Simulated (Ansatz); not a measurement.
**C₄H₆Si: one species, many methods**

The task here is to estimate one member of a computed series from the others.

The runs use Ansatz 0.2.0, Gaussian basis; functionals in def2-TZVPP, the program's frozen cores in correlated methods.

Plan: PBE-D4, r2SCAN-D4, PBE0-D4, B3LYP-D4, ωB97X-V, ωB97M-V, B2PLYP; CCSD(T)/def2-TZVPP; MP2/def2-QZVPP; extrapolation to the limit.

## The geometry

The geometry comes from an earlier relaxation with PBE0-D4 in a triple-zeta def2 set; it is a stationary point, not always the lowest conformer.

11 atoms, charge 0, spin multiplicity 1.

Atoms are counted from 1 here; the program's logs count them from 0.

Bond lengths: C1–Si2 1.852 Å, C1–H6 1.091 Å, C1–H7 1.092 Å, C1–H8 1.092 Å, Si2–C3 1.914 Å, Si2–C4 1.904 Å, Si2–C5 1.916 Å, Si2–H9 1.478 Å, C3–C4 1.325 Å, C3–H10 1.081 Å, C4–C5 1.322 Å, C5–H11 1.081 Å. Angles: Si2–C1–H6 109.5°, Si2–C1–H7 110.9°, Si2–C1–H8 110.2°, H6–C1–H7 109.0°, H6–C1–H8 108.6°, H7–C1–H8 108.6°, C1–Si2–C3 117.0°, C1–Si2–C4 124.0°, C1–Si2–C5 113.5°, C1–Si2–H9 116.8°, C3–Si2–C4 40.6°, C3–Si2–C5 81.1°, C3–Si2–H9 109.7°, C4–Si2–C5 40.5°, C4–Si2–H9 119.2°, C5–Si2–H9 113.7°, Si2–C3–C4 69.3°, Si2–C3–H10 132.0° and more.

Set-up of the first run:

File in.yaml:

```yaml
crystal:
  periodic: [false, false, false]
  atoms:
    - {symbol: C, position_ang: [-1.582627, 0.324870, 0.218648]}
    - {symbol: Si, position_ang: [0.125013, -0.353499, 0.452744]}
    - {symbol: C, position_ang: [1.579791, 0.878489, 0.285921]}
    - {symbol: C, position_ang: [1.585230, 0.009101, -0.713804]}
    - {symbol: C, position_ang: [0.904318, -1.032095, -1.160932]}
    - {symbol: H, position_ang: [-1.587472, 1.015079, -0.626698]}
    - {symbol: H, position_ang: [-2.297551, -0.478314, 0.026533]}
    - {symbol: H, position_ang: [-1.898705, 0.866286, 1.112843]}
    - {symbol: H, position_ang: [0.340742, -1.222195, 1.628753]}
    - {symbol: H, position_ang: [2.400273, 1.122148, 0.946680]}
    - {symbol: H, position_ang: [0.496487, -1.186967, -2.149989]}
basis:
  gaussian: {orbitals: def2-TZVPP}
hamiltonian: {xc: pbe, dispersion: d4}
output: {forces: true, orbitals: {seedname: orbitals}}
```

Command:

```
ansatz run in.yaml --threads 4 --pin off --events-out ev --progress --plain --max-ram 10444MiB
```

Steps of the session up to this table: PBE-D4 (GGA); r2SCAN-D4 (meta-GGA); PBE0-D4 (hybrid); B3LYP-D4 (hybrid); ωB97X-V (range-separated); ωB97M-V (range-separated); B2PLYP (double hybrid); CCSD(T) in def2-TZVPP; MP2 in def2-QZVPP.

One table of the session follows, with a row left open; its other results are not shown here.

| method | atomisation energy (kJ/mol) |
| --- | --- |
| PBE-D4 | 4511.8 |
| r2SCAN-D4 | 4420.7 |
| PBE0-D4 | ? |
| B3LYP-D4 | 4375.9 |
| ωB97X-V | 4378.1 |
| ωB97M-V | 4392.7 |
| B2PLYP | 4337.4 |
| HF/def2-TZVPP | 3166.6 |
| MP2/def2-TZVPP | 4353.5 |
| CCSD/def2-TZVPP | 4172.7 |
| CCSD(T)/def2-TZVPP | 4257.3 |
| MP2/CBS | 4467.5 |
| CCSD(T)/CBS | 4371.2 |

Q: Estimate the row for PBE0-D4 from the others.

**Answer.** atomisation energy (kJ/mol): 4427.7. In the column «atomisation energy (kJ/mol)» it lies between r2SCAN-D4 (4420.7) and MP2/CBS (4467.5).

Caveats from the session: Free atoms (4 C, 1 Si, 6 H) were run apart at each level; the atomisation energy is their sum less the molecule, without zero-point or spin-orbit terms.
